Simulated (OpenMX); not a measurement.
Crystal: HfIn4SiO6.

```xyz
12
Lattice="3.2302 -5.5777 -0.0247 3.2302 5.5777 -0.0247 -1.4907 0.0000 6.3203" Properties=species:S:1:pos:R:3 pbc="T T T"
Hf    0.6440    0.0000    0.0526
In    4.1040   -1.7301    0.0202
In    4.1040    1.7301    0.0202
In    1.7482   -1.8121    3.0400
In    1.7482    1.8121    3.0400
Si    4.8557    0.0000    2.7718
O     4.0293   -1.3765    2.3731
O     4.0293    1.3765    2.3731
O    -0.2525    0.0000    1.8631
O     5.2892    0.0000    4.3477
O     1.7422   -1.5806    0.4557
O     1.7422    1.5806    0.4557
```

The cell was built by a generator and needn't be a form met in nature.

Base run:

* Program: OpenMX 3.8.5
* Functional: PBE
* Potentials or basis: OpenMX 2013 PBE set, Hf7.0-s3p2d2, In7.0-s3p2d1, Si7.0-s2p1d1, O6.0-s2p2, grid cutoff 500 Ry
* k mesh: 5 × 5 × 5
* Occupations: fermi-dirac, width 0.05 eV
* Spin: no spin polarisation

Its results: band gap on the k mesh 0.61 eV, indirect (least direct gap 0.90 eV); pressure 1.6 GPa; largest force 0.839 eV/Å.

The run is repeated on the same cell with these changes: potentials or basis from OpenMX 2013 PBE set, Hf7.0-s3p2d2, In7.0-s3p2d1, Si7.0-s2p1d1, O6.0-s2p2, grid cutoff 500 Ry to OpenMX 2013 PBE set, Hf7.0-s3p2d2f1, In7.0-s3p2d2, Si7.0-s2p2d1, O6.0-s2p2d1, grid cutoff 500 Ry. What comes out?

Band gap on the k mesh 0.61 eV, indirect (least direct gap 0.88 eV); pressure 0.7 GPa; largest force 0.776 eV/Å.

Caveats: spin-orbit coupling is left out, which moves the levels of the heavy elements; the mesh misses the band edges, which the band path finds closer together; the basis of atomic orbitals isn't converged, which shifts pressures, moduli and gaps.
